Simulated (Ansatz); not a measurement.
# C4H14N2Si: the cost of one run

All numbers below are computed with Ansatz 0.2.0 (RKS CAM-B3LYP-D4/STO-3G).

## Step 1: Starting point

Bond lengths (14 of 20 bonds, heavy atoms first): Si1–N2 1.820 Å, N2–C3 1.470 Å, N2–C7 1.470 Å, Si1–N11 1.820 Å, Si1–C14 1.869 Å, Si1–C18 1.869 Å, C3–H4 1.110 Å, C3–H5 1.110 Å, C3–H6 1.110 Å, C7–H8 1.110 Å, C7–H9 1.110 Å, C7–H10 1.110 Å, N11–H12 1.060 Å, N11–H13 1.060 Å. Angles (14 of 36 angles, heavy atoms first): Si1–N2–C3 120.0°, Si1–N2–C7 120.0°, C3–N2–C7 120.0°, N2–Si1–N11 109.5°, N2–Si1–C14 109.5°, N2–Si1–C18 109.5°, N11–Si1–C14 109.5°, N11–Si1–C18 109.5°, C14–Si1–C18 109.5°, N2–C3–H4 109.5°, N2–C3–H5 109.5°, N2–C3–H6 109.5°, N2–C7–H8 109.5°, N2–C7–H9 109.5°.

Its coordinates follow in the input file.

## Step 2: Relaxing the start

Input file input.yaml:

```yaml
crystal:
  periodic: [false, false, false]
  atoms:
    - { symbol: Si, position_ang: [0.0, 0.0, 0.0] }
    - { symbol: "N", position_ang: [0.0, 0.0, 1.82] }
    - { symbol: C, position_ang: [-1.2162, -0.3762, 2.555] }
    - { symbol: H, position_ang: [-1.8642, -0.9999, 1.9045] }
    - { symbol: H, position_ang: [-0.9378, -0.9533, 3.4614] }
    - { symbol: H, position_ang: [-1.7663, 0.5401, 2.8549] }
    - { symbol: C, position_ang: [1.2162, 0.3762, 2.555] }
    - { symbol: H, position_ang: [1.4641, -0.4163, 3.2916] }
    - { symbol: H, position_ang: [2.0585, 0.4943, 1.8418] }
    - { symbol: H, position_ang: [1.0457, 1.3351, 3.0874] }
    - { symbol: "N", position_ang: [1.7163, 0.0, -0.6061] }
    - { symbol: H, position_ang: [2.2145, -0.918, -0.7868] }
    - { symbol: H, position_ang: [2.2175, 0.918, -0.7783] }
    - { symbol: C, position_ang: [-0.8808, 1.5259, -0.6227] }
    - { symbol: H, position_ang: [-1.9334, 1.2723, -0.8671] }
    - { symbol: H, position_ang: [-0.8624, 2.3106, 0.1622] }
    - { symbol: H, position_ang: [-0.3704, 1.9025, -1.5336] }
    - { symbol: C, position_ang: [-0.8808, -1.5259, -0.6227] }
    - { symbol: H, position_ang: [-1.3804, -2.0377, 0.2261] }
    - { symbol: H, position_ang: [-1.6409, -1.2332, -1.3768] }
    - { symbol: H, position_ang: [-0.1449, -2.2146, -1.0879] }
basis:
  gaussian: { orbitals: STO-3G }
hamiltonian:
  xc: cam_b3lyp
  dispersion: d4
relax:
  f_tol: 0.02
  max_steps: 40
```

Run with:

```console
ansatz run input.yaml --threads 1 --pin off --max-ram 2048MiB --backend cpu --events-out ev --progress --plain --runs-dir out
```

**Question.** How long does this run take on 1 thread of Arm Neoverse V1, shared host, and how much memory does it need?

About 2.5 min, with a peak of 0.17 GiB.
